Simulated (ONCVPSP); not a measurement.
# Copper: generating and testing an ONCV potential

Aim: build the potential from the settings below, then test how well it stands in for the atom: other configurations, scattering, ghost states and the plane-wave cutoff that it needs.

The numbers are computed with ONCVPSP 4.0.1.1 (patched build) (PBEsol, scalar-relativistic, spin-unpolarised reference atom).

### Step 1. The design

Typed settings, in words:

* element: copper (Cu, Z = 29)
* type: optimised norm-conserving Vanderbilt (ONCV)
* frozen core: [Ar]
* valence charge: 11
* reference configuration: 3d10 4s1
* partial waves: 4s: rc 1.90 bohr, ncon 5, nbas 9, qcut 2.9 1/bohr, 1 projector; p scattering state at 0.42 Ha: rc 1.55 bohr, ncon 3, nbas 7, qcut 4.5 1/bohr, 1 projector; 3d: rc 0.90 bohr, ncon 3, nbas 7, qcut 21 1/bohr, 2 projectors, debl 2.9 Ha
* local potential: polynomial inside 0.75 bohr (lpopt 1, dvloc0 0 Ha)
* core correction: Teter function fitted to the true core (icmod 2), fcfact 0.35

### Step 2. Generating the potential

Cu.dat reads:

```
# ATOM AND REFERENCE CONFIGURATION
# atsym  z   nc   nv     iexc    psfile
  Cu 29.00    5    2  -116133      upf
#
#   n    l    f
    1    0    2.00
    2    0    2.00
    2    1    6.00
    3    0    2.00
    3    1    6.00
    3    2   10.00
    4    0    1.00
#
# PSEUDOPOTENTIAL AND OPTIMIZATION
# lmax
    2
#
#   l,   rc,      ep,       ncon, nbas, qcut
    0    1.90    0.00    5    9    2.90
    1    1.55    0.42    3    7    4.50
    2    0.90    0.00    3    7   21.00
#
# LOCAL POTENTIAL
# lloc, lpopt,  rc(5),   dvloc0
    4    1    0.75    0.00
#
# VANDERBILT-KLEINMAN-BYLANDER PROJECTORs
# l, nproj, debl
    0    1    0.80
    1    1    3.80
    2    2    2.90
#
# MODEL CORE CHARGE
# icmod, fcfact, rcfact
    2    0.35    0.75
#
# LOG DERIVATIVE ANALYSIS
# epsh1, epsh2, depsh
   -2.00    5.00    0.02
#
# OUTPUT GRID
# rlmax, drl
    6.00    0.01
#
# TEST CONFIGURATIONS
# ncnf
    4
# nvcnf
#   n    l    f
    2
    3    2   10.00
    4    0    0.00
#
    2
    3    2    9.00
    4    0    0.00
#
    2
    3    2    8.00
    4    0    0.00
#
    3
    3    2   10.00
    4    0    0.00
    4    1    1.00
#
```

Started as:

```bash
$ oncvpsp.x < Cu.dat > Cu.out
```

Output in Cu.out (without the consistency checks and plot data):

```text
ONCVPSP  (Optimized Norm-Conservinng Vanderbilt PSeudopotential)
scalar-relativistic version 4.0.1.1, modified

#   n    l    f        energy (Ha)
    1    0    2.00    -3.2497347E+02
    2    0    2.00    -3.9007500E+01
    2    1    6.00    -3.3677990E+01
    3    0    2.00    -4.2042910E+00
    3    1    6.00    -2.6459231E+00
    3    2   10.00    -1.8594224E-01
    4    0    1.00    -1.6936025E-01

Reference configufation results
  iterations    41
  all-electron total energy (Ha)   -1.65349048D+03

Begin loop to  construct optimized pseudo wave functions
and semi-local pseudopoentials for all angular momenta

Calculating optimized projector #   1

 for l=   0

    Fraction of norm inside rc  0.196733
    Optimizing pswf for qcut=   2.91 a_B^-1,  ecut=   4.22 Ha
    Residual kinetic energy error=  2.88D-03 Ha

    Energy error per electron        Cutoff
         Ha          eV             Ha
         0.01000     0.27211        2.99
         0.00100     0.02721        5.77
         0.00010     0.00272       23.07
         0.00001     0.00027       47.00

   Wellstate for l =  1  n =  4
     eigenvalue =   0.4200
     asymptotic potential =   0.9200
     half-point radius =  2.6483

Calculating optimized projector #   1

 for l=   1

    Fraction of norm inside rc  0.137985
    Optimizing pswf for qcut=   4.51 a_B^-1,  ecut=  10.16 Ha
    Residual kinetic energy error=  4.18D-03 Ha

    Energy error per electron        Cutoff
         Ha          eV             Ha
         0.01000     0.27211        3.87
         0.00100     0.02721       58.03
         0.00010     0.00272       98.17

   Wellstate for l =  2  n =  5
     eigenvalue =   2.7141
     asymptotic potential =   3.2141
     half-point radius =  3.0060

Calculating optimized projector #   1

 for l=   2

    Fraction of norm inside rc  0.526966
    Optimizing pswf for qcut=  20.98 a_B^-1,  ecut= 220.03 Ha
    Residual kinetic energy error=  9.47D-06 Ha

    Energy error per electron        Cutoff
         Ha          eV             Ha
         0.01000     0.27211      113.41
         0.00100     0.02721      140.13
         0.00010     0.00272      164.83
         0.00001     0.00027      210.06

Calculating optimized projector #   2

 for l=   2

    Fraction of norm inside rc  0.056570
    Optimizing pswf for qcut=  20.98 a_B^-1,  ecut= 220.03 Ha
    Residual kinetic energy error=  3.17D-09 Ha

    Energy error per electron        Cutoff
         Ha          eV             Ha
         0.01000     0.27211       97.40
         0.00100     0.02721      127.41
         0.00010     0.00272      152.34
         0.00001     0.00027      172.36

Construct Vanderbilt / Kleinmman-Bylander projectors

B matrix Hermiticity error, ll=   2
   1   2   -3.4163E-04

  Orthonormal projector coefficients -2.2420E+01 -4.1347E+00

Model core correction analysis
  based on d2Exc/dn_idn_j

d2excae - all-electron derivatives

   -2.463616D-02   -7.531538D-03
   -7.528075D-03   -3.748604D-02

d2excps - pseudofunction derivatives with no core correction

   -4.062645D-02   -7.944277D-03
   -7.940498D-03   -3.792324D-02

rms 2nd derivative error    8.003450E-03

amplitude prefactor, scale prefactor
    2.2746    1.5444

d2excps - pseudofunction derivatives with core correction

   -3.235016D-02   -7.576725D-03
   -7.573177D-03   -3.773893D-02

rms 2nd derivative error    3.859206E-03

Pseudoatom total energy  -50.394744

Diagnostic tests using Vanderbilt-Kleinman-Bylander pseudopotentials
  1 or more projectors used as specified by nproj input data

   l    rcore       rmatch      e in        delta e   norm test  slope test

   0   1.9021843   1.9599387  -0.1693602  -0.0000003   1.0000008   0.9999956

   1   1.5521055   1.5992308   0.4200000  -0.0011153   0.9998044   0.9998044

   2   0.9005441   0.9278866  -0.1859422  -0.0000030   1.0001373   1.0001170
   2   0.9005441   0.9278866   2.7140578  -0.0000301   1.0004483   1.0004483

 Testing for bound ghosts
   n   l    E NL Schr. Eq   E Basis Diag.   E Cutoff

       0                       -6.649580     71.84  WARNING - GHOST(-)
   1   0       -0.169361       -0.150462     71.84

       1                       -0.244606     62.64  WARNING - GHOST(-)
   2   1       -0.021241        0.140550     62.64

   3   2       -0.185945       -0.144331    317.66

 Testing for highly-localized positive-energy ghosts
       l    <radius>/rc     E Basis Diag.   E Cutoff

Test configuration 0

   n   l     f        eae           eps        diff
   1   0  2.0000 -324.97347039
   2   0  2.0000  -39.00749990
   2   1  6.0000  -33.67798976
   3   0  2.0000   -4.20429104
   3   1  6.0000   -2.64592314
   3   2 10.0000   -0.18594224   -0.18594521   -2.96D-06
   4   0  1.0000   -0.16936025   -0.16936055   -3.04D-07

    Total energies and differences
      AE_ref= -1.65349048D+03  AE_tst= -1.65349048D+03  dif=  0.00D+00
      PS_ref= -5.03947435D+01  PS_tst= -5.03947435D+01  dif=  2.34D-13
      PSP excitation error= -2.34D-13

Test configuration 1

   n   l     f        eae           eps        diff
   1   0  2.0000 -325.28907822
   2   0  2.0000  -39.31314948
   2   1  6.0000  -33.98450218
   3   0  2.0000   -4.51954537
   3   1  6.0000   -2.96243084
   3   2 10.0000   -0.50135177   -0.49979840    1.55D-03

    Total energies and differences
      AE_ref= -1.65349048D+03  AE_tst= -1.65319260D+03  dif=  2.98D-01
      PS_ref= -5.03947435D+01  PS_tst= -5.00963950D+01  dif=  2.98D-01
      PSP excitation error= -4.71D-04

Test configuration 2

   n   l     f        eae           eps        diff
   1   0  2.0000 -325.91458699
   2   0  2.0000  -39.95090070
   2   1  6.0000  -34.62084051
   3   0  2.0000   -5.14282741
   3   1  6.0000   -3.58067272
   3   2  9.0000   -1.08797326   -1.09132580   -3.35D-03

    Total energies and differences
      AE_ref= -1.65349048D+03  AE_tst= -1.65240935D+03  dif=  1.08D+00
      PS_ref= -5.03947435D+01  PS_tst= -4.93131003D+01  dif=  1.08D+00
      PSP excitation error= -5.10D-04

Test configuration 3

psatom: WARNING lschvkbb convergence error n,l,iter=   3   2   3
ea(ii),et,emin,emax -1.859452E-01 -2.045397E-01 -2.045397E-01 -2.045397E-01
run_config: WARNING for fully non-local PS atom, stg. 1
 WARNING no output for configuration 4

Test configuration 4

   n   l     f        eae           eps        diff
   1   0  2.0000 -325.05156589
   2   0  2.0000  -39.07983274
   2   1  6.0000  -33.75075676
   3   0  2.0000   -4.28271452
   3   1  6.0000   -2.72499099
   3   2 10.0000   -0.26382359   -0.26108118    2.74D-03
   4   1  1.0000   -0.06264015   -0.06128796    1.35D-03

    Total energies and differences
      AE_ref= -1.65349048D+03  AE_tst= -1.65333717D+03  dif=  1.53D-01
      PS_ref= -5.03947435D+01  PS_tst= -5.02391596D+01  dif=  1.56D-01
      PSP excitation error= -2.28D-03
```

It took 2.7 s on 1 thread of AMD EPYC 9R45, shared host.

Partial waves on a coarse radial grid (AE all-electron, PS pseudo):

| r (bohr) | 4s AE | 4s PS |
| --- | --- | --- |
| 0.095 | 0.0765 | 0.0103 |
| 0.190 | 0.1389 | 0.0210 |
| 0.285 | -0.0075 | 0.0330 |
| 0.380 | -0.1607 | 0.0474 |
| 0.475 | -0.2424 | 0.0653 |
| 0.570 | -0.2496 | 0.0875 |
| 0.665 | -0.2032 | 0.1138 |
| 0.760 | -0.1255 | 0.1437 |
| 0.855 | -0.0336 | 0.1768 |
| 0.950 | 0.0614 | 0.2133 |
| 1.045 | 0.1529 | 0.2534 |
| 1.140 | 0.2371 | 0.2974 |
| 1.235 | 0.3123 | 0.3445 |
| 1.330 | 0.3780 | 0.3928 |
| 1.425 | 0.4342 | 0.4398 |
| 1.520 | 0.4814 | 0.4831 |
| 1.615 | 0.5204 | 0.5207 |
| 1.710 | 0.5519 | 0.5520 |
| 1.805 | 0.5767 | 0.5767 |
| 1.900 | 0.5954 | 0.5954 |
| 1.995 | 0.6089 | 0.6089 |
| 2.090 | 0.6177 | 0.6177 |
| 2.185 | 0.6225 | 0.6225 |
| 2.280 | 0.6237 | 0.6237 |
| 2.375 | 0.6219 | 0.6219 |
| 2.470 | 0.6174 | 0.6174 |

Densities times 4π (e/bohr³); a dash where the program caps the true core:

| r (bohr) | pseudo valence | true core | model core |
| --- | --- | --- | --- |
| 0.095 | 1.378 | – | 19.77 |
| 0.285 | 36.33 | 233.6 | 17.61 |
| 0.475 | 41.87 | 50.99 | 13.94 |
| 0.665 | 21.47 | 28.56 | 9.744 |
| 0.855 | 10.69 | 11.82 | 5.962 |
| 1.045 | 5.501 | 4.281 | 3.145 |
| 1.235 | 2.957 | 1.482 | 1.397 |
| 1.425 | 1.679 | 0.5079 | 0.502 |
| 1.615 | 1.008 | 0.1749 | 0.1355 |
| 1.805 | 0.6356 | 0.06071 | 0.02294 |
| 1.995 | 0.4173 | 0.02134 | 0.001236 |
| 2.185 | 0.2832 | 0.007596 | 0.0001485 |
| 2.375 | 0.1971 | 0.002733 | 0.0004131 |

### Step 3. Transferability, from the output's test configurations

1 test gave no usable energy difference (3d8 4s0).

Excitation and ionisation energies from 3d10 4s1, with the error of the potential.

| valence configuration | charge | ΔE all-electron (eV) | error AE − PS (meV) |
| --- | --- | --- | --- |
| 3d10 4s0 | +1 | 8.106 | -13 |
| 3d9 4s0 | +2 | 29.419 | -14 |
| 3d10 4s0 4p1 | 0 | 4.172 | -62 |

### Step 4. Scattering by logarithmic derivatives

Taken from the files of the generation run. The phase is arctan(r·R′/R) of the radial function R, unwrapped, with energies in Ha. A pole is an energy at which the radial function vanishes at the test radius. The pseudo phase is shifted by a multiple of π to meet the all-electron one at the reference energy. Levels narrower than the energy grid can be missing from the poles. The last column is the largest difference on the grid between −0.5 and +0.5 Ha.

| channel | radius (bohr) | reference (Ha) | poles AE | poles PS | window around the reference with phases within 0.05 rad (Ha) | largest difference near zero (rad) |
| --- | --- | --- | --- | --- | --- | --- |
| s | 1.93 | -0.17 | 2.28 | 1.84 | below 1.8 | 0.008 |
| p | 1.57 | 0.42 | none | -0.22 | above 0.0 | 2.771 |
| d | 0.91 | -0.19 | 2.91 | 2.91 | the whole range | 0.000 |

Phases (rad) along the scan:

| E (Ha) | p AE | p PS | s AE | s PS |
| --- | --- | --- | --- | --- |
| -1.98 | 1.357 | 4.308 | 1.151 | 1.140 |
| -1.62 | 1.277 | 4.266 | 1.068 | 1.057 |
| -1.26 | 1.207 | 4.210 | 0.935 | 0.923 |
| -0.90 | 1.130 | 4.129 | 0.694 | 0.683 |
| -0.54 | 1.034 | 3.981 | 0.228 | 0.222 |
| -0.18 | 0.901 | 1.233 | -0.449 | -0.449 |
| 0.18 | 0.704 | 0.715 | -0.938 | -0.942 |
| 0.54 | 0.399 | 0.400 | -1.192 | -1.203 |
| 0.90 | -0.030 | -0.006 | -1.333 | -1.351 |
| 1.26 | -0.477 | -0.438 | -1.423 | -1.450 |
| 1.62 | -0.812 | -0.778 | -1.486 | -1.527 |
| 1.98 | -1.028 | -1.006 | -1.536 | -1.597 |
| 2.34 | -1.168 | -1.157 | -1.578 | -1.680 |
| 2.70 | -1.264 | -1.261 | -1.616 | -1.811 |
| 3.06 | -1.334 | -1.337 | -1.655 | -2.171 |
| 3.42 | -1.387 | -1.395 | -1.697 | -3.644 |
| 3.78 | -1.429 | -1.442 | -1.748 | -4.332 |
| 4.14 | -1.463 | -1.480 | -1.816 | -4.506 |
| 4.50 | -1.493 | -1.514 | -1.920 | -4.586 |
| 4.86 | -1.518 | -1.544 | -2.112 | -4.636 |

### Step 5. Plane-wave cutoff and ghosts

From the same output: the cutoffs (Ha) at which the residual kinetic energy of the hardest occupied pseudo-wave falls to 1 and 0.1 mHa per electron are 140 Ha and 165 Ha.

The program's own ghost test: GHOST(-) flagged for s at -180.9 eV, p at -6.7 eV; no localised positive-energy state flagged.

Cutoff (Ha) at which the first wave of each channel reaches a given error (Ha per electron):

| error | s | p | d |
| --- | --- | --- | --- |
| 1.0e-02 | 3.0 | 3.9 | 113.4 |
| 3.2e-03 | 4.1 | 12.4 | 127.3 |
| 1.0e-03 | 5.8 | 58.0 | 140.1 |
| 3.2e-04 | 11.8 | 70.5 | 152.9 |
| 1.0e-04 | 23.1 | 98.2 | 164.8 |

### Step 6. Outcome

| quantity | value |
| --- | --- |
| cutoffs for 1 and 0.1 mHa per electron, occupied waves | 140 Ha and 165 Ha |
| bound ghosts | s at -180.94 eV, p at -6.66 eV |
| GHOST(+) flags | none at low energy |
| largest test error (AE − PS) | -62 meV, for 3d10 4s0 4p1 (1 test unsolved) |
| largest phase difference near zero energy, channels read | 2.771 rad |
| rms error of d²Exc/dn², without and with the model core | 8.00 and 3.86 mHa |

What this shows: It has a bound ghost (s, p), a state that the atom doesn't have, and that rules the file out. The worst unpolarised test, 3d10 4s0 4p1, is off by 62 meV on 4.2 eV; by total energies transferability rates as fair where solved. Of the tests 1 gave no usable energy difference, which is a warning in itself. By its cutoff, 140 Ha for the looser tolerance, it is very hard. At the looser tolerance the 3d wave is the slowest; 4s needs 6 Ha. Of the channels read, p scatters worst near zero energy, by up to 2.77 rad (at the energies tabulated). The pseudo curves have a pole with no partner nearby in the atom's: p at -0.22 Ha.
